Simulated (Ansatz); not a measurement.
Born–Oppenheimer molecular dynamics of a periodic cell of 14 atoms, TeH₂O₄ (host TeH2O4, host structure Pc). It starts from an unrelaxed structure (largest force component 0.76 eV/Å).

Computed with Ansatz, DFT PBEsol, scalar-relativistic, plane waves, PAW. Settings: accuracy low, cutoff 420 eV, k mesh 2x2x2, fermi-dirac smearing 0.05 eV, no spin polarisation.

```
ensemble                      : NVE (velocity Verlet)
time step                     : 0.5 fs
steps asked                   : 400
starting velocities drawn for : 800 K
seed                          : 57900
```

Frames 5 fs apart, positions in Å.

Velocities at 85.0 fs (Å/ps):

```
Te 1.28 0.32 -1.73
Te -1.64 -0.30 2.61
H 21.06 -4.31 -24.00
H -7.51 15.72 -1.38
H 9.10 7.02 -15.30
H 37.91 9.54 8.97
O 3.66 -0.97 -8.01
O -1.85 2.38 0.57
O -14.62 -4.64 6.06
O 6.70 -4.24 -2.67
O 7.30 0.94 -5.73
O 12.63 0.50 6.68
O -2.27 2.82 4.85
O -12.55 1.35 -6.71
```

```xyz
14
Lattice="6.0680 0.0000 0.0000 0.0000 5.0698 0.0000 -2.0362 0.0000 4.9700" Properties=species:S:1:pos:R:3 time_fs=85.0 energy_less_start_eV=0.282 T=634
Te -0.993 1.271 2.349
Te -1.939 3.810 4.847
H 2.835 0.153 2.130
H 1.674 2.882 1.435
H 0.614 2.170 3.881
H 1.945 4.767 4.901
O 3.492 0.579 1.510
O 1.731 3.054 0.496
O 0.665 1.970 2.972
O 2.498 4.489 4.057
O 0.233 5.036 1.516
O 5.037 2.490 0.850
O 4.030 2.582 3.291
O -0.852 0.003 3.871
14
Lattice="6.0680 0.0000 0.0000 0.0000 5.0698 0.0000 -2.0362 0.0000 4.9700" Properties=species:S:1:pos:R:3 time_fs=90.0 energy_less_start_eV=0.450 T=534
Te -0.987 1.272 2.341
Te -1.947 3.808 4.860
H 2.902 0.109 2.088
H 1.626 2.917 1.513
H 0.638 2.256 4.006
H 2.107 4.826 4.844
O 3.512 0.574 1.464
O 1.726 3.066 0.495
O 0.601 1.949 2.992
O 2.529 4.470 4.054
O 0.263 5.037 1.478
O 5.101 2.494 0.880
O 4.017 2.596 3.318
O -0.916 0.011 3.838
14
Lattice="6.0680 0.0000 0.0000 0.0000 5.0698 0.0000 -2.0362 0.0000 4.9700" Properties=species:S:1:pos:R:3 time_fs=95.0 energy_less_start_eV=0.544 T=479
Te -0.981 1.272 2.334
Te -1.955 3.807 4.873
H 2.980 0.084 2.088
H 1.602 2.906 1.437
H 0.561 2.255 3.906
H 2.036 4.990 4.797
O 3.532 0.566 1.416
O 1.731 3.074 0.506
O 0.570 1.947 3.032
O 2.555 4.454 4.056
O 0.280 5.036 1.426
O 5.160 2.502 0.901
O 4.005 2.606 3.344
O -0.980 0.020 3.806
14
Lattice="6.0680 0.0000 0.0000 0.0000 5.0698 0.0000 -2.0362 0.0000 4.9700" Properties=species:S:1:pos:R:3 time_fs=100.0 energy_less_start_eV=0.644 T=419
Te -0.976 1.270 2.328
Te -1.962 3.806 4.884
H 3.053 0.059 2.077
H 1.604 2.812 1.498
H 0.406 2.323 4.065
H 1.996 5.029 4.579
O 3.551 0.558 1.370
O 1.745 3.082 0.509
O 0.578 1.953 3.064
O 2.555 4.455 4.072
O 0.281 5.039 1.372
O 5.209 2.508 0.916
O 3.997 2.604 3.362
O -1.038 0.030 3.777
14
Lattice="6.0680 0.0000 0.0000 0.0000 5.0698 0.0000 -2.0362 0.0000 4.9700" Properties=species:S:1:pos:R:3 time_fs=105.0 energy_less_start_eV=0.744 T=359
Te -0.973 1.267 2.323
Te -1.967 3.805 4.894
H 3.083 0.026 2.019
H 1.655 2.723 1.397
H 0.299 2.280 3.973
H 1.888 5.113 4.521
O 3.572 0.554 1.337
O 1.768 3.086 0.520
O 0.608 1.975 3.120
O 2.538 4.457 4.073
O 0.270 5.054 1.328
O 5.243 2.511 0.927
O 3.992 2.590 3.368
O -1.084 0.036 3.751
14
Lattice="6.0680 0.0000 0.0000 0.0000 5.0698 0.0000 -2.0362 0.0000 4.9700" Properties=species:S:1:pos:R:3 time_fs=110.0 energy_less_start_eV=0.795 T=328
Te -0.970 1.263 2.319
Te -1.972 3.805 4.901
H 3.061 -0.027 1.932
H 1.685 2.588 1.406
H 0.232 2.317 4.087
H 1.942 5.058 4.552
O 3.594 0.555 1.316
O 1.796 3.095 0.516
O 0.649 1.992 3.164
O 2.499 4.467 4.064
O 0.249 5.086 1.303
O 5.259 2.510 0.936
O 3.992 2.565 3.364
O -1.116 0.036 3.732
14
Lattice="6.0680 0.0000 0.0000 0.0000 5.0698 0.0000 -2.0362 0.0000 4.9700" Properties=species:S:1:pos:R:3 time_fs=115.0 energy_less_start_eV=0.749 T=355
Te -0.966 1.259 2.318
Te -1.976 3.806 4.904
H 3.051 -0.045 1.836
H 1.697 2.555 1.290
H 0.374 2.333 4.096
H 1.961 5.055 4.762
O 3.613 0.560 1.305
O 1.824 3.101 0.513
O 0.674 2.003 3.207
O 2.461 4.466 4.045
O 0.224 5.130 1.296
O 5.257 2.507 0.943
O 3.996 2.535 3.352
O -1.133 0.026 3.722
14
Lattice="6.0680 0.0000 0.0000 0.0000 5.0698 0.0000 -2.0362 0.0000 4.9700" Properties=species:S:1:pos:R:3 time_fs=120.0 energy_less_start_eV=0.906 T=262
Te -0.960 1.257 2.321
Te -1.981 3.808 4.901
H 3.031 -0.061 1.801
H 1.674 2.492 1.292
H 0.535 2.379 4.167
H 2.071 4.909 4.830
O 3.626 0.569 1.296
O 1.847 3.119 0.498
O 0.687 1.999 3.225
O 2.422 4.466 4.045
O 0.201 5.178 1.301
O 5.239 2.507 0.944
O 4.000 2.504 3.337
O -1.135 0.004 3.723
14
Lattice="6.0680 0.0000 0.0000 0.0000 5.0698 0.0000 -2.0362 0.0000 4.9700" Properties=species:S:1:pos:R:3 time_fs=125.0 energy_less_start_eV=0.805 T=322
Te -0.952 1.256 2.332
Te -1.985 3.810 4.892
H 3.056 -0.013 1.806
H 1.683 2.546 1.227
H 0.568 2.376 4.144
H 1.981 4.889 4.918
O 3.629 0.576 1.290
O 1.858 3.139 0.488
O 0.694 1.982 3.220
O 2.401 4.451 4.057
O 0.185 5.220 1.308
O 5.211 2.515 0.937
O 4.000 2.477 3.324
O -1.123 -0.030 3.732
14
Lattice="6.0680 0.0000 0.0000 0.0000 5.0698 0.0000 -2.0362 0.0000 4.9700" Properties=species:S:1:pos:R:3 time_fs=130.0 energy_less_start_eV=0.491 T=509
Te -0.942 1.258 2.348
Te -1.989 3.811 4.879
H 3.036 0.029 1.893
H 1.703 2.561 1.280
H 0.462 2.359 4.081
H 1.864 4.867 4.795
O 3.625 0.585 1.287
O 1.855 3.170 0.473
O 0.694 1.953 3.190
O 2.393 4.431 4.095
O 0.184 5.244 1.310
O 5.175 2.535 0.923
O 3.995 2.457 3.316
O -1.094 -0.069 3.744
14
Lattice="6.0680 0.0000 0.0000 0.0000 5.0698 0.0000 -2.0362 0.0000 4.9700" Properties=species:S:1:pos:R:3 time_fs=135.0 energy_less_start_eV=0.458 T=529
Te -0.932 1.261 2.366
Te -1.995 3.813 4.864
H 3.038 0.134 1.929
H 1.761 2.667 1.265
H 0.351 2.361 4.038
H 1.741 4.892 4.738
O 3.611 0.590 1.300
O 1.838 3.200 0.462
O 0.686 1.914 3.143
O 2.400 4.401 4.132
O 0.198 5.248 1.301
O 5.135 2.563 0.908
O 3.985 2.447 3.320
O -1.050 -0.108 3.750
14
Lattice="6.0680 0.0000 0.0000 0.0000 5.0698 0.0000 -2.0362 0.0000 4.9700" Properties=species:S:1:pos:R:3 time_fs=140.0 energy_less_start_eV=0.384 T=572
Te -0.923 1.264 2.384
Te -2.002 3.814 4.849
H 2.941 0.201 1.993
H 1.801 2.733 1.321
H 0.394 2.349 3.904
H 1.812 4.852 4.750
O 3.598 0.599 1.329
O 1.814 3.233 0.443
O 0.673 1.879 3.103
O 2.409 4.371 4.157
O 0.222 5.234 1.284
O 5.091 2.592 0.899
O 3.971 2.445 3.334
O -0.990 -0.140 3.745
```

Of the whole run (200 fs, mean temperature of the second half 444 K): The conserved energy stayed within 0.31 meV per atom of its start (net change 0.089 meV per atom), so the integration is sound. The temperature averaged 0.56 of the 800 K drawn at the start: a run that starts near a minimum puts about half its kinetic energy into the potential. A run of 0.2 ps of so small a system gives no equilibrium averages. Limits of this set-up: coarse k mesh, low accuracy level.

Time of the run: 17 min on 1 thread of Arm Neoverse V1, with other jobs on the host, peak memory 0.43 GiB.
